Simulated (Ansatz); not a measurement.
# SiH₃Br (singlet): wave-function methods side by side at distance Br1–H2 along a hydrogen transfer = 1.747 Å, cc-pVTZ

How much of the correlation energy of SiH₃Br (singlet) does each wave-function method recover here?

The runs use Ansatz 0.2.0, Gaussian basis; cc-pVTZ, core rule «outside noble gas», up to 19 orbitals frozen.

To be run: UHF; CCSD(T) on RHF; CCSD(T) on UHF; BCCD(T) on RHF; CCSDT(Q) on RHF; CASSCF and NEVPT2, 2 electrons in 2 orbitals; CASSCF and NEVPT2, 14 electrons in 11 orbitals.

## Step 1: The system

The geometry derives from fragments relaxed apart (PBE0/def2-TZVP) and kept rigid, so it is no stationary point. A hydrogen atom is moved between rigid fragments. No spin-orbit coupling is included. The filled d shell of Br may be among the frozen orbitals whatever the setting's name suggests; the logs give the count.

5 atoms, charge 0, spin multiplicity 1.

Atoms are counted from 1 here; the program's logs count them from 0.

Bond lengths: Br1–H2 1.747 Å, Si3–H4 1.526 Å, Si3–H5 1.526 Å. Angles: H4–Si3–H5 91.2°.

In the tables R marks a restricted determinant and U an unrestricted one; 'pair' is the active space of 2 electrons in 2 orbitals; 'valence' is the active space of 14 electrons in 11 orbitals; energies count from the table's Hartree-Fock row.

## Step 2: UHF

File in.yaml:

```yaml
crystal:
  periodic: [false, false, false]
  atoms:
    - {symbol: Br, position_ang: [-1.009087, 0.015876, 0.000000]}
    - {symbol: H, position_ang: [0.737913, 0.015876, 0.000000]}
    - {symbol: Si, position_ang: [2.612913, 0.015876, 0.000000]}
    - {symbol: H, position_ang: [3.225093, -0.858408, 1.090012]}
    - {symbol: H, position_ang: [3.225093, -0.858408, -1.090012]}
basis:
  gaussian: {orbitals: cc-pVTZ}
magnetization: {spin_polarized: true, initial_magnetization: 0}
hamiltonian: {xc: hf}
output: {orbitals: {seedname: orbitals}}
```

The run is started by

```
$ ansatz run in.yaml --threads 1 --pin off --events-out ev --progress --plain --max-ram 2816MiB --backend cpu
```

What it wrote:

```text
Functional definition: HF
  name "HF"
  cite "Fock, Z. Phys. 61, 126 (1930) doi:10.1007/BF01340294"
  parent pbe
  exchange = exact_x
  correlation = 0
1027 factors; their error is unknown
mean field evaluation 1: about -77904.8958 eV, gradient 1.1e1 eV
mean field evaluation 2: about -77905.9712 eV, gradient 6.3e0 eV
mean field evaluation 4: about -77906.2051 eV, gradient 5.6e-1 eV
mean field evaluation 8: about -77906.2181 eV, gradient 1.3e-1 eV
mean field evaluation 16: about -77906.0107 eV, gradient 1.1e1 eV
mean field evaluation 32: about -77906.6358 eV, gradient 2.7e-1 eV
mean field evaluation 64: about -77907.6792 eV, gradient 1.4e0 eV
mean field -77907.75114852 eV, -2863.0570469376 hartree, gradient 1.7e-5 eV, S^2 0.733367; 4 other end points of the search recorded, 0 dependent functions left out
reference -77907.75114852 eV, -2863.0570469376 hartree; 26, 26 occupied and 93, 93 virtual orbitals, 1027 factors
Total energy: -77907.75114852 eV, -2863.0570469376 hartree
```

Run time: 7 s. Hardware: 1 thread of AMD EPYC 7R13, shared host; peak memory 0.28 GiB.

From the report: ⟨S²⟩ of the determinant 0.733 (pure singlet: 0.00). The determinant is far from a pure spin state, so its energy mixes those of several spin states (harmless only where they are near-degenerate, as at dissociation).

The unrestricted solution breaks the spin symmetry, so the restricted determinant is unstable here.

## Step 3: CCSD(T) on RHF

in.yaml, as its differences from that of step 2:

```diff
@@ -10,4 +10,3 @@
   gaussian: {orbitals: cc-pVTZ}
-magnetization: {spin_polarized: true, initial_magnetization: 0}
-hamiltonian: {xc: hf}
-output: {orbitals: {seedname: orbitals}}
+magnetization: {spin_polarized: false}
+correlation: {method: ccsd_t, electrons: outside_noble_gas}
```

The command is unchanged.

What it wrote, shortened:

```text
Functional definition: HF
  name "HF"
  cite "Fock, Z. Phys. 61, 126 (1930) doi:10.1007/BF01340294"
  parent pbe
[...]
711 factors; integrals over basis functions are off by at most 1.1e-3 eV
[...]
mean field -77907.32808398 eV, -2863.0414996025 hartree, gradient 2.2e-6 eV, S^2 0.000000; 0 other end points of the search recorded, 0 dependent functions left out; unrestricted orbitals would lower it
19 core orbitals not correlated: weight in the atoms' cores, before any rotation towards them, 1.000 or more for the frozen orbitals, at most 0.000 for the correlated occupied ones
reference -77907.32808398 eV, -2863.0414996025 hartree; 7, 7 occupied and 93, 93 virtual orbitals, 711 factors
second order -8.19757808 eV of doubles, -0.00000000 eV of singles
cycle   1  -8.96401232 eV  change   -7.7e-1 eV  update   8.1e-2
[...]
cycle  14  -9.34240112 eV  change   -4.3e-6 eV  update   4.0e-6
perturbative correction -0.39877551 eV, -0.0146547297 hartree
Total energy: -77917.06926061 eV, -2863.3994812409 hartree
```

Run time: 5 s. Hardware: 1 thread of AMD EPYC 7R13, shared host; peak memory 0.34 GiB.

From the report: correlation -9.7412 eV; T1 0.015; largest double amplitude 0.15.

## Step 4: CCSD(T) on UHF

in.yaml, as its differences from that of step 3:

```diff
@@ -10,3 +10,3 @@
   gaussian: {orbitals: cc-pVTZ}
-magnetization: {spin_polarized: false}
+magnetization: {spin_polarized: true, initial_magnetization: 0}
 correlation: {method: ccsd_t, electrons: outside_noble_gas}
```

The run is started by

```
$ ansatz run in.yaml --threads 2 --pin off --events-out ev --progress --plain --max-ram 16896MiB --backend cuda --devices 0, --max-vram 18GiB
```

What it wrote, shortened:

```text
Functional definition: HF
  name "HF"
  cite "Fock, Z. Phys. 61, 126 (1930) doi:10.1007/BF01340294"
  parent pbe
[...]
711 factors; integrals over basis functions are off by at most 1.1e-3 eV
[...]
mean field -77907.75211386 eV, -2863.0570824135 hartree, gradient 2.6e-6 eV, S^2 0.733365; 11 other end points of the search recorded, 0 dependent functions left out
determinant -77907.75211386 eV, -2863.0570824135 hartree, with singles and doubles -77916.65625439 eV, -2863.3843035424 hartree
determinant -77905.89808444 eV, -2862.9889480889 hartree, with singles and doubles -77915.25813894 eV, -2863.3329237471 hartree
determinant -77905.85745779 eV, -2862.9874550871 hartree, with singles and doubles -77914.49770190 eV, -2863.3049782014 hartree
determinant -77905.85032432 eV, -2862.9871929369 hartree, with singles and doubles -77914.48149929 eV, -2863.3043827666 hartree
determinant -77907.32808398 eV, -2863.0414996025 hartree, with singles and doubles -77916.79901070 eV, -2863.3895497400 hartree
19 core orbitals not correlated: weight in the atoms' cores, before any rotation towards them, 1.000 or more for the frozen orbitals, at most 0.000 for the correlated occupied ones
reference -77907.75211386 eV, -2863.0570824135 hartree; 7, 7 occupied and 93, 93 virtual orbitals, 711 factors
second order -7.49130340 eV of doubles, -0.00000000 eV of singles
cycle   1  -8.79156696 eV  change   -4.0e-1 eV  update   2.3e-2
[...]
cycle  13  -8.85300987 eV  change    4.5e-6 eV  update   9.8e-6
perturbative correction -0.37784082 eV, -0.0138853940 hartree
Total energy: -77916.98296455 eV, -2863.3963099194 hartree
```

It took 6 s on 1 × H100 (card shared with other runs) with 2 threads of AMD EPYC 7R13, shared host; peak host memory 0.8 GiB.

From the report: ⟨S²⟩ of the determinant 0.733 (pure singlet: 0.00); correlation -9.2309 eV; T1 0.061; largest double amplitude 0.12. The determinant is far from a pure spin state, so its energy mixes those of several spin states (harmless only where they are near-degenerate, as at dissociation).

## Step 5: BCCD(T) on RHF

in.yaml, as its differences from that of step 4:

```diff
@@ -10,3 +10,3 @@
   gaussian: {orbitals: cc-pVTZ}
-magnetization: {spin_polarized: true, initial_magnetization: 0}
-correlation: {method: ccsd_t, electrons: outside_noble_gas}
+magnetization: {spin_polarized: false}
+correlation: {method: bccd_t, electrons: outside_noble_gas}
```

Same command.

What it wrote, shortened:

```text
Functional definition: HF
  name "HF"
  cite "Fock, Z. Phys. 61, 126 (1930) doi:10.1007/BF01340294"
  parent pbe
[...]
711 factors; integrals over basis functions are off by at most 1.1e-3 eV
[...]
mean field -77907.32808398 eV, -2863.0414996025 hartree, gradient 2.2e-6 eV, S^2 0.000000; 0 other end points of the search recorded, 0 dependent functions left out; unrestricted orbitals would lower it
19 core orbitals not correlated: weight in the atoms' cores, before any rotation towards them, 1.000 or more for the frozen orbitals, at most 0.000 for the correlated occupied ones
reference -77907.32808398 eV, -2863.0414996025 hartree; 7, 7 occupied and 93, 93 virtual orbitals, 711 factors
second order -8.19757808 eV of doubles, -0.00000000 eV of singles
cycle   1  -8.97451955 eV  change   -7.8e-1 eV  update   8.1e-2
[...]
cycle  14  -9.33293763 eV  change   -4.4e-6 eV  update   3.2e-6
perturbative correction -0.40875580 eV, -0.0150214987 hartree
Total energy: -77917.06977741 eV, -2863.3995002330 hartree
```

Run time: 1.9 s. Hardware: 1 × H100 (card shared with other runs) with 2 threads of AMD EPYC 7R13, shared host; peak host memory 0.78 GiB.

From the report: correlation -9.7417 eV; largest double amplitude 0.15.

## Step 6: CCSDT(Q) on RHF

in.yaml, as its differences from that of step 5:

```diff
@@ -11,2 +11,2 @@
 magnetization: {spin_polarized: false}
-correlation: {method: bccd_t, electrons: outside_noble_gas}
+correlation: {method: ccsdt_q, electrons: outside_noble_gas}
```

Same command.

What it wrote, shortened:

```text
Functional definition: HF
  name "HF"
  cite "Fock, Z. Phys. 61, 126 (1930) doi:10.1007/BF01340294"
  parent pbe
[...]
1414 factors; integrals over basis functions are off by at most 2.2e-7 eV
[...]
mean field -77907.32811217 eV, -2863.0415006388 hartree, gradient 2.3e-6 eV, S^2 0.000000; 0 other end points of the search recorded, 0 dependent functions left out; unrestricted orbitals would lower it
19 core orbitals not correlated: weight in the atoms' cores, before any rotation towards them, 1.000 or more for the frozen orbitals, at most 0.000 for the correlated occupied ones
reference -77907.32811217 eV, -2863.0415006388 hartree; 7, 7 occupied and 93, 93 virtual orbitals, 1414 factors
second order -8.19762652 eV of doubles, -0.00000000 eV of singles
cycle   1  -8.96399019 eV  change   -7.7e-1 eV  update   9.8e-2
[...]
cycle  23  -9.78889811 eV  change   -1.3e-7 eV  update   3.6e-7
perturbative correction -0.02614106 eV, -0.0009606661 hartree
Total energy: -77917.14315134 eV, -2863.4021966753 hartree
```

Wall time 8 s (1 × H100 (card shared with other runs) with 2 threads of AMD EPYC 7R13, shared host); peak host memory 0.81 GiB.

From the report: correlation -9.8150 eV; T1 0.019; largest double amplitude 0.20.

## Step 7: CASSCF and NEVPT2, 2 electrons in 2 orbitals

in.yaml, as its differences from that of step 6:

```diff
@@ -10,3 +10,2 @@
   gaussian: {orbitals: cc-pVTZ}
-magnetization: {spin_polarized: false}
-correlation: {method: ccsdt_q, electrons: outside_noble_gas}
+correlation: {method: sc_nevpt2, electrons: outside_noble_gas, active_space: {window: {electrons: 2, orbitals: 2}}}
```

The command is unchanged.

What it wrote:

```text
Functional definition: HF
  name "HF"
  cite "Fock, Z. Phys. 61, 126 (1930) doi:10.1007/BF01340294"
  parent pbe
  exchange = exact_x
  correlation = 0
711 factors; integrals over basis functions are off by at most 1.1e-3 eV
mean field evaluation 1: about -77905.9216 eV, gradient 1.6e1 eV
mean field evaluation 2: about -77905.9815 eV, gradient 1.6e1 eV
mean field evaluation 4: about -77907.2802 eV, gradient 2.1e0 eV
mean field evaluation 8: about -77907.3237 eV, gradient 4.0e-1 eV
mean field evaluation 16: about -77907.3281 eV, gradient 2.2e-6 eV
mean field -77907.32808398 eV, -2863.0414996025 hartree, gradient 2.2e-6 eV, S^2 0.000000; 0 other end points of the search recorded, 0 dependent functions left out; unrestricted orbitals would lower it
reference -77907.32808398 eV, -2863.0414996025 hartree; 26, 26 occupied and 93, 93 virtual orbitals, 711 factors
state -77907.98547918 eV, -2863.0656584307 hartree
state -77907.98547918 eV, -2863.0656584307 hartree; corrected -77915.67330683 eV, -2863.3481808858 hartree
Total energy: -77915.67330683 eV, -2863.3481808858 hartree
```

It took 1.8 s on 1 × H100 (card shared with other runs) with 2 threads of AMD EPYC 7R13, shared host; peak host memory 0.77 GiB.

From the report: 4 determinants; active occupations 1.85, 0.15.

## Step 8: CASSCF and NEVPT2, 14 electrons in 11 orbitals

in.yaml, as its differences from that of step 7:

```diff
@@ -10,2 +10,2 @@
   gaussian: {orbitals: cc-pVTZ}
-correlation: {method: sc_nevpt2, electrons: outside_noble_gas, active_space: {window: {electrons: 2, orbitals: 2}}}
+correlation: {method: sc_nevpt2, electrons: outside_noble_gas, active_space: {window: {electrons: 14, orbitals: 11}, shells: [{species: Br, l: s, shell: 4}, {species: Br, l: p, shell: 4}, {species: H, l: s, shell: 1}, {species: Si, l: s, shell: 3}, {species: Si, l: p, shell: 3}]}}
```

Launched as before.

What it wrote:

```text
Functional definition: HF
  name "HF"
  cite "Fock, Z. Phys. 61, 126 (1930) doi:10.1007/BF01340294"
  parent pbe
  exchange = exact_x
  correlation = 0
1414 factors; integrals over basis functions are off by at most 2.2e-7 eV
mean field evaluation 1: about -77905.8972 eV, gradient 1.6e1 eV
mean field evaluation 2: about -77905.9797 eV, gradient 1.6e1 eV
mean field evaluation 4: about -77907.2792 eV, gradient 2.1e0 eV
mean field evaluation 8: about -77907.3237 eV, gradient 4.0e-1 eV
mean field evaluation 16: about -77907.3281 eV, gradient 2.3e-6 eV
mean field -77907.32811217 eV, -2863.0415006388 hartree, gradient 2.3e-6 eV, S^2 0.000000; 0 other end points of the search recorded, 0 dependent functions left out; unrestricted orbitals would lower it
reference -77907.32811217 eV, -2863.0415006388 hartree; 26, 26 occupied and 93, 93 virtual orbitals, 1414 factors
state -77909.52203802 eV, -2863.1221259265 hartree
state -77909.52203802 eV, -2863.1221259265 hartree; corrected -77915.19163892 eV, -2863.3304799165 hartree
Total energy: -77915.19163892 eV, -2863.3304799165 hartree
Checks for a lower state left out: starts, orbital_swaps
```

Wall time 5.5 s (1 × H100 (card shared with other runs) with 2 threads of AMD EPYC 7R13, shared host); peak host memory 0.86 GiB.

From the report: 54,692 determinants; active occupations 2.00, 2.00, 2.00, 1.98, 1.97, 1.96, 1.83, 0.17, 0.03, 0.02, 0.02.

## Step 9: How many determinants matter

Natural occupations of the CASSCF valence state about the gap (report; correlated orbitals 3 to 11): 1.999, 1.983, 1.973, 1.961, 1.834, 0.171, 0.033, 0.025, 0.021. The count of effectively unpaired electrons, Σ n²(2 − n)², is 0.21; a single determinant of this spin has 0.

## Step 10: All levels against the top one

No level here is safe as a reference; RCCSDT(Q) serves as a yardstick only. Rows without a time come out of other runs: HF, MP2 and CCSD of CCSD(T), CCSDT of CCSDT(Q), CASSCF and MRCISD of the multireference runs.

Differences are taken before rounding.

```tsv
method	energy from the lowest RHF (meV)	from RCCSDT(Q) (meV)	time
RHF	0.0	+9815.1	
UHF	-424.0	+9391.0	
RMP2	-8197.6	+1617.5	
UMP2	-7915.3	+1899.7	
RCCSD	-9342.4	+472.7	
UCCSD	-9277.0	+538.0	
RCCSD(T)	-9741.2	+73.9	5 s
UCCSD(T)	-9654.9	+160.2	6 s (GPU)
BCCD(T)	-9741.7	+73.4	1.9 s (GPU)
RCCSDT	-9788.9	+26.1	
RCCSDT(Q)	-9815.1	0	8 s (GPU)
CASSCF pair	-657.4	+9157.7	
NEVPT2 pair	-8345.2	+1469.8	1.8 s (GPU)
CASSCF valence	-2194.0	+7621.1	
NEVPT2 valence	-7863.6	+1951.5	5.5 s (GPU)
```

Some runs used a GPU and others CPU threads alone; cost is compared among the GPU runs only.

Among the levels timed on like hardware and quicker than the yardstick, those that no quicker one beats, quickest first: NEVPT2 pair (1.8 s, +1469.8 meV); BCCD(T) (1.9 s, +73.4 meV).

## Step 11: Summary of results

| quantity | value |
| --- | --- |
| RCCSDT(Q) below the RHF energy | -9.8151 eV |
| RMP2 from RCCSDT(Q) | +1617.5 meV |
| UMP2 from RCCSDT(Q) | +1899.7 meV |
| RCCSD from RCCSDT(Q) | +472.7 meV |
| RCCSD(T) from RCCSDT(Q) | +73.9 meV |
| UCCSD(T) from RCCSDT(Q) | +160.2 meV |
| NEVPT2 pair from RCCSDT(Q) | +1469.8 meV |
| NEVPT2 valence from RCCSDT(Q) | +1951.5 meV |
| T1 diagnostic | 0.015 |
| effectively unpaired electrons | 0.21 |

**Reading.** RCCSD(T) lands +73.9 meV from the yardstick (0.8 % of the correlation energy). CCSD(T) misses by +73.9 meV on the restricted determinant and by +160.2 meV on the unrestricted one; the two need not hold the same state or core. The occupations show some static correlation. Warnings: restricted reference is unstable; spin contamination.
